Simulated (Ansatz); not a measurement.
# NiGe3: energy against volume

Aim, for NiGe3: follow energy and moments against volume.

Program: Ansatz 0.2.0. Level of theory: DFT PBE, scalar-relativistic, plane waves, PAW. These are calculated values, not measurements.

2 further runs of the same task are left out: 2 set aside as unsound or not needed.

## (1) The starting structure

It takes space group Pm-3m (No. 221, cubic). Conventional cell: a = 4.035 Å, b = 4.035 Å, c = 4.035 Å, α = 90.00°, β = 90.00°, γ = 90.00°. Around Ge (site symmetry 4/mmm) lie 8 Ge at 2.85 Å and 4 Ni at 2.85 Å. Ni (site symmetry m-3m) has 12 Ge at 2.85 Å as nearest neighbours.

As a file:

```xyz
4
Lattice="4.0352 0.0000 0.0000 0.0000 4.0352 0.0000 0.0000 0.0000 4.0352" Properties=species:S:1:pos:R:3 pbc="T T T"
Ge    0.0000    2.0176    2.0176
Ge    2.0176    0.0000    2.0176
Ge    2.0176    2.0176    0.0000
Ni    0.0000    0.0000    0.0000
```

This cell was relaxed beforehand with the same method: volume 16.43 Å³/atom, gap on the mesh none (metal).

This is a hypothetical structure, made by putting the elements on a prototype's sites.

## (2) V/V0 = 1.06, start: large parallel starting moments

Contents of input.yaml:

```yaml
crystal:
  lattice:
    - [4.1143136169, 0.0, 0.0]
    - [0.0, 4.1143136169, 0.0]
    - [0.0, 0.0, 4.1143136169]
  atoms:
    - { symbol: Ge, position: [0.0, 0.5, 0.5] }
    - { symbol: Ge, position: [0.5, 0.0, 0.5] }
    - { symbol: Ge, position: [0.5, 0.5, 0.0] }
    - { symbol: Ni, position: [0.0, 0.0, 0.0], spin: 2.5 }
basis:
  ecutwfc: 420
kpoints:
  mp_grid: { grid: [10, 10, 10] }
hamiltonian:
  xc: pbe
scf:
  occupations: { method: gaussian, width: 0.1 }
  lower_state_search: "off"
output:
  forces: true
  stress: true
  eigenvalues: true
  populations: true
magnetization:
  spin_polarized: true
```

Command:

```sh
$ ansatz run input.yaml --threads 1 --pin off --max-ram 2560MiB --backend cpu --events-out ev --progress --plain --runs-dir out
```

The program printed (excerpt; [...] marks lines left out):

```text
Warning: RAYON_NUM_THREADS=1 ignored (pool sized by the plan → 1); use --threads N
[...]
Pseudopotentials: kind: paw
Pseudopotential: Ge, paw, valence charge 14, recommended cutoff 420 eV (normal), Ge.paw.azcp
Pseudopotential: Ni, paw, valence charge 18, recommended cutoff 420 eV (normal), Ni.paw.azcp
Functional definition: PBE
[...]
Crystal: 4 atoms, lattice volume = 69.645 Å³
Basis set: ecut = 420 eV, 1357 PW (Γ), exchange–correlation on 60×60×60 points (8 copies of the dense FFT grid, shifted against one another)
Bands: 38, of which v1, the nominal top of the filled ones, is band 30 counted from 1 (29 counted from 0)
Symmetry: 48 space group operations
Space group: Pm-3m (ITA 221), of the structure as read, at distance tolerance 4.1e-5 Å
Magnetic group: BNS 221.92 (UNI 1594), of the structure as read, at distance tolerance 4.1e-5 Å
k-points: 56 of 1000
[...]
Starting moments: Σ|m| = 2.5 μB on 1 of 4 sites
[...]
SCF iter   1: F=—  HF=-18724.456830 eV  |F-HF|=—  |Δ(HF+E_count)|=         —  Δρ=1.98e-1 (↑4.08e-2 ↓1.98e-1)  dr2=1.62e1  dr2_m=8.86e0  M=0.257 μB ∫|m|=0.334 μB  β_m=0.30  ethr=3.10e-3  ⟨swp⟩=5.2  Hψ=14082  notcnv=0
[...]
spin=Collinear: Kerker preconditioning applied to the charge; magnetization (m = ρ↑ − ρ↓) channel mixes plain (no charge-response kernel on spin).
[...]
spin-set hold released at iteration 8 (site moments contracting): the magnetisation degrees of freedom join the quasi-Newton model from the next iteration; the mixer history was flushed
[...]
SCF iter  19: F=-18723.515070 eV  HF=-18723.515070 eV  |F-HF|=6.91e-11  |Δ(HF+E_count)|=  7.89e-10  Δρ=2.48e-7 (↑2.48e-7 ↓1.91e-7)  dr2=1.53e-10  dr2_m=3.42e-12  M=-0.000 μB ∫|m|=0.000 μB  ethr=2.57e-11  ⟨swp⟩=2.0  Hψ=11077  notcnv=0
WARN: the starting moments were not kept: the SCF closed with an absolute magnetisation of 4.3e-6 μB, where they sum to 2.5 μB in size (1 site). That is at most 0.1 of that sum. Measured as dr2_m measures the in/out step, that magnetisation stands 5.0e-12 eV from none, at or under the [...]
SCF converged after 19 iterations
Magnetization: -0.0000 μB (30.0000 up, 30.0000 down)
Absolute magnetization: 0.0000 μB (∫|ρ↑−ρ↓|, with the PAW one-centre terms)
Spin contamination: 0.0000 ħ² per cell (⟨S²⟩ above its minimum at these occupations)
Per-site moments (μB) at R_I (Å): [(-3.406717688614191e-7, 1.2000693616057332), (-3.406717692427173e-7, 1.2000693616057332), (-3.406717687472554e-7, 1.2000693616057332), (-5.022773956819724e-7, 1.2000693616057332)]
Free energy (F): -18723.515070 eV
[...]
E sigma→0 (E₀):  -18723.507904 eV
Entropy (-TS):   -0.014332 eV (-3.583 meV/atom)
Fermi energy:    11.753210 eV
[...]
--- Forces (eV/Å), atoms counted from 1 ---
  atom   1  Ge     0.00000000    -0.00000000     0.00000000
  atom   2  Ge     0.00000000    -0.00000000     0.00000000
  atom   3  Ge     0.00000000     0.00000000     0.00000000
  atom   4  Ni    -0.00000000     0.00000000    -0.00000000
[...]
--- Stress (GPa, compression-positive) ---
       -4.239295       0.000000       0.000000
        0.000000      -4.239295       0.000000
        0.000000       0.000000      -4.239295
  P = ⅓ Tr σ = -4.2393 GPa (-42.393 kbar)
--- Band table (eV; the first three rows and the last of 112) ---
[...]
--- Löwdin populations: 4 sites ---
  site symbol       q [e]    m [muB]
     0     Ge     14.0921    -0.0000
     1     Ge     14.0921    -0.0000
     2     Ge     14.0921    -0.0000
     3     Ni     17.4948    -0.0000
  spilling = 0.003817 (of n_electrons = 60.000000)
```

Wall time 16 s (1 thread of Intel Xeon 6975P-C (Granite Rapids), shared host); peak memory 0.55 GiB.

This run gives -4680.8770 eV/atom at zero smearing, pressure -4.24 GPa and no gap on the mesh. The moments have vanished. The log warns that the starting moments were lost.

## (3) V/V0 = 1.12, start: large parallel starting moments

Edit input.yaml of step 2 so:

```diff
@@ -2,5 +2,5 @@
   lattice:
-    - [4.1143136169, 0.0, 0.0]
-    - [0.0, 4.1143136169, 0.0]
-    - [0.0, 0.0, 4.1143136169]
+    - [4.1905218763, 0.0, 0.0]
+    - [0.0, 4.1905218763, 0.0]
+    - [0.0, 0.0, 4.1905218763]
   atoms:
```

Command:

```sh
$ ansatz run input.yaml --threads 1 --pin off --max-ram 2560MiB --backend cpu --events-out ev --progress --plain --runs-dir out
```

The program printed (excerpt; [...] marks lines left out):

```text
Warning: RAYON_NUM_THREADS=1 ignored (pool sized by the plan → 1); use --threads N
[...]
[... 4 set-up lines as earlier in the session ...]
[...]
Crystal: 4 atoms, lattice volume = 73.588 Å³
Basis set: ecut = 420 eV, 1419 PW (Γ), exchange–correlation on 60×60×60 points (8 copies of the dense FFT grid, shifted against one another)
Bands: 38, of which v1, the nominal top of the filled ones, is band 30 counted from 1 (29 counted from 0)
[... 1 set-up line as earlier in the session ...]
Space group: Pm-3m (ITA 221), of the structure as read, at distance tolerance 4.2e-5 Å
Magnetic group: BNS 221.92 (UNI 1594), of the structure as read, at distance tolerance 4.2e-5 Å
k-points: 56 of 1000
[...]
Starting moments: Σ|m| = 2.5 μB on 1 of 4 sites
[...]
WARN: the starting moments were not kept: the SCF closed with an absolute magnetisation of 8.0e-6 μB, where they sum to 2.5 μB in size (1 site). That is at most 0.1 of that sum. Measured as dr2_m measures the in/out step, that magnetisation stands 4.8e-11 eV from none, at or under the [...]
Per-site moments (μB) at R_I (Å): [(-3.3397191943911966e-7, 1.222297904619951), (-3.3397191961076935e-7, 1.222297904619951), (-3.339719194128021e-7, 1.222297904619951), (-3.3796979621119824e-6, 1.222297904619951)]
Free energy (F): -18723.370977 eV
[...]
E sigma→0 (E₀):  -18723.364696 eV
Entropy (-TS):   -0.012560 eV (-3.140 meV/atom)
Fermi energy:    10.879846 eV
[...]
--- Forces (eV/Å), atoms counted from 1 ---
  atom   1  Ge     0.00000000    -0.00000000    -0.00000000
  atom   2  Ge     0.00000000    -0.00000000     0.00000000
  atom   3  Ge     0.00000000    -0.00000000     0.00000000
  atom   4  Ni    -0.00000000    -0.00000000     0.00000000
[...]
--- Stress (GPa, compression-positive) ---
       -7.311987      -0.000000       0.000000
        0.000000      -7.311987       0.000000
        0.000000       0.000000      -7.311987
  P = ⅓ Tr σ = -7.3120 GPa (-73.120 kbar)
--- Band table (eV; the first three rows and the last of 112) ---
[...]
--- Löwdin populations: 4 sites ---
  site symbol       q [e]    m [muB]
     0     Ge     14.0951    -0.0000
     1     Ge     14.0951    -0.0000
     2     Ge     14.0951    -0.0000
     3     Ni     17.4974    -0.0000
  spilling = 0.003621 (of n_electrons = 60.000000)
```

Run time: 16 s. Hardware: 1 thread of Intel Xeon 6975P-C (Granite Rapids), shared host; peak memory 0.55 GiB.

Read-out: -4680.8412 eV/atom at zero smearing, pressure -7.31 GPa and no gap on the mesh. The moments have vanished. The log warns that the starting moments were lost.

## (4) V/V0 = 1.2, start: large parallel starting moments

Edit input.yaml of step 3 so:

```diff
@@ -2,5 +2,5 @@
   lattice:
-    - [4.1905218763, 0.0, 0.0]
-    - [0.0, 4.1905218763, 0.0]
-    - [0.0, 0.0, 4.1905218763]
+    - [4.2880106302, 0.0, 0.0]
+    - [0.0, 4.2880106302, 0.0]
+    - [0.0, 0.0, 4.2880106302]
   atoms:
```

Command:

```sh
$ ansatz run input.yaml --threads 1 --pin off --max-ram 2560MiB --backend cpu --events-out ev --progress --plain --runs-dir out
```

The program printed (excerpt; [...] marks lines left out):

```text
Warning: RAYON_NUM_THREADS=1 ignored (pool sized by the plan → 1); use --threads N
[...]
[... 4 set-up lines as earlier in the session ...]
[...]
Crystal: 4 atoms, lattice volume = 78.844 Å³
Basis set: ecut = 420 eV, 1551 PW (Γ), exchange–correlation on 60×60×60 points (8 copies of the dense FFT grid, shifted against one another)
Bands: 38, of which v1, the nominal top of the filled ones, is band 30 counted from 1 (29 counted from 0)
[... 1 set-up line as earlier in the session ...]
Space group: Pm-3m (ITA 221), of the structure as read, at distance tolerance 4.3e-5 Å
Magnetic group: BNS 221.92 (UNI 1594), of the structure as read, at distance tolerance 4.3e-5 Å
k-points: 56 of 1000
[...]
Starting moments: Σ|m| = 2.5 μB on 1 of 4 sites
[...]
WARN: the starting moments were not kept: the SCF closed with an absolute magnetisation of 4.5e-6 μB, where they sum to 2.5 μB in size (1 site). That is at most 0.1 of that sum. Measured as dr2_m measures the in/out step, that magnetisation stands 1.0e-12 eV from none, at or under the [...]
Per-site moments (μB) at R_I (Å): [(-2.1789985789900845e-7, 1.2507335751959487), (-2.1789985731348885e-7, 1.2507335751959487), (-2.178998580687239e-7, 1.2507335751959487), (1.113546949368845e-6, 1.2507335751959487)]
Free energy (F): -18723.080274 eV
[...]
E sigma→0 (E₀):  -18723.074989 eV
Entropy (-TS):   -0.010570 eV (-2.643 meV/atom)
Fermi energy:    9.864841 eV
[...]
--- Forces (eV/Å), atoms counted from 1 ---
  atom   1  Ge     0.00000000     0.00000000     0.00000000
  atom   2  Ge     0.00000000    -0.00000000     0.00000000
  atom   3  Ge    -0.00000000    -0.00000000    -0.00000000
  atom   4  Ni    -0.00000000     0.00000000     0.00000000
[...]
--- Stress (GPa, compression-positive) ---
      -10.214295       0.000000       0.000000
        0.000000     -10.214295       0.000000
        0.000000       0.000000     -10.214295
  P = ⅓ Tr σ = -10.2143 GPa (-102.143 kbar)
--- Band table (eV; the first three rows and the last of 112) ---
[...]
--- Löwdin populations: 4 sites ---
  site symbol       q [e]    m [muB]
     0     Ge     14.0978    -0.0000
     1     Ge     14.0978    -0.0000
     2     Ge     14.0978    -0.0000
     3     Ni     17.5029     0.0000
  spilling = 0.003393 (of n_electrons = 60.000000)
```

Run time: 18 s. Hardware: 1 thread of Intel Xeon 6975P-C (Granite Rapids), shared host; peak memory 0.56 GiB.

Result: -4680.7687 eV/atom at zero smearing, pressure -10.21 GPa and no gap on the mesh. The moments have vanished. The log warns that the starting moments were lost.

## (5) V/V0 = 1.3, start: large parallel starting moments

Edit input.yaml of step 4 so:

```diff
@@ -2,5 +2,5 @@
   lattice:
-    - [4.2880106302, 0.0, 0.0]
-    - [0.0, 4.2880106302, 0.0]
-    - [0.0, 0.0, 4.2880106302]
+    - [4.4039585433, 0.0, 0.0]
+    - [0.0, 4.4039585433, 0.0]
+    - [0.0, 0.0, 4.4039585433]
   atoms:
```

Command:

```sh
$ ansatz run input.yaml --threads 1 --pin off --max-ram 2560MiB --backend cpu --events-out ev --progress --plain --runs-dir out
```

The program printed (excerpt; [...] marks lines left out):

```text
Warning: RAYON_NUM_THREADS=1 ignored (pool sized by the plan → 1); use --threads N
[...]
[... 4 set-up lines as earlier in the session ...]
[...]
Crystal: 4 atoms, lattice volume = 85.414 Å³
Basis set: ecut = 420 eV, 1743 PW (Γ), exchange–correlation on 60×60×60 points (8 copies of the dense FFT grid, shifted against one another)
Bands: 38, of which v1, the nominal top of the filled ones, is band 30 counted from 1 (29 counted from 0)
[... 1 set-up line as earlier in the session ...]
Space group: Pm-3m (ITA 221), of the structure as read, at distance tolerance 4.4e-5 Å
Magnetic group: BNS 221.92 (UNI 1594), of the structure as read, at distance tolerance 4.4e-5 Å
k-points: 56 of 1000
[...]
Starting moments: Σ|m| = 2.5 μB on 1 of 4 sites
[...]
WARN: the starting moments were not kept: the SCF closed with an absolute magnetisation of 7.1e-6 μB, where they sum to 2.5 μB in size (1 site). That is at most 0.1 of that sum. Measured as dr2_m measures the in/out step, that magnetisation stands 5.7e-11 eV from none, at or under the [...]
Per-site moments (μB) at R_I (Å): [(3.4627619768360665e-7, 1.2845534418881421), (3.4627619772738554e-7, 1.2845534418881421), (3.4627619781801124e-7, 1.2845534418881421), (-4.224957456666993e-6, 1.2845534418881421)]
Free energy (F): -18722.611855 eV
[...]
E sigma→0 (E₀):  -18722.606331 eV
Entropy (-TS):   -0.011047 eV (-2.762 meV/atom)
Fermi energy:    8.776956 eV
[...]
--- Forces (eV/Å), atoms counted from 1 ---
  atom   1  Ge     0.00000000    -0.00000000    -0.00000000
  atom   2  Ge     0.00000000    -0.00000000    -0.00000000
  atom   3  Ge     0.00000000    -0.00000000     0.00000000
  atom   4  Ni    -0.00000000     0.00000000     0.00000000
[...]
--- Stress (GPa, compression-positive) ---
      -12.407339       0.000000       0.000000
        0.000000     -12.407339       0.000000
        0.000000       0.000000     -12.407339
  P = ⅓ Tr σ = -12.4073 GPa (-124.073 kbar)
--- Band table (eV; the first three rows and the last of 112) ---
[...]
--- Löwdin populations: 4 sites ---
  site symbol       q [e]    m [muB]
     0     Ge     14.1003     0.0000
     1     Ge     14.1003     0.0000
     2     Ge     14.1003     0.0000
     3     Ni     17.5094    -0.0000
  spilling = 0.003163 (of n_electrons = 60.000000)
```

Run time: 19 s. Hardware: 1 thread of Intel Xeon 6975P-C (Granite Rapids), shared host; peak memory 0.57 GiB.

Read-out: -4680.6516 eV/atom at zero smearing, pressure -12.41 GPa and no gap on the mesh. The moments have vanished. The log warns that the starting moments were lost.

## (6) The sweep of the volume side by side

The cell is scaled evenly at fixed fractional positions; V0 is the volume of the base cell. Start: large parallel starting moments.

```
V/V0  energy above the lowest (meV/atom)  pressure (GPa)
1.06                                0.00            -4.2
1.12                                35.8            -7.3
1.20                                 108           -10.2
1.30                                 225           -12.4
```

## (7) Summary of results

| quantity | value |
| --- | --- |
| lowest point, start “large parallel starting moments” | V/V0 = 1.06 |

**Reading.** For the start “large parallel starting moments” the lowest point lies at V/V0 = 1.06, the smallest volume tried; all points are expanded cells, and the minimum lies below them. From this start no run keeps a moment; that shows where this start leads, and other orders were not tried at these volumes.
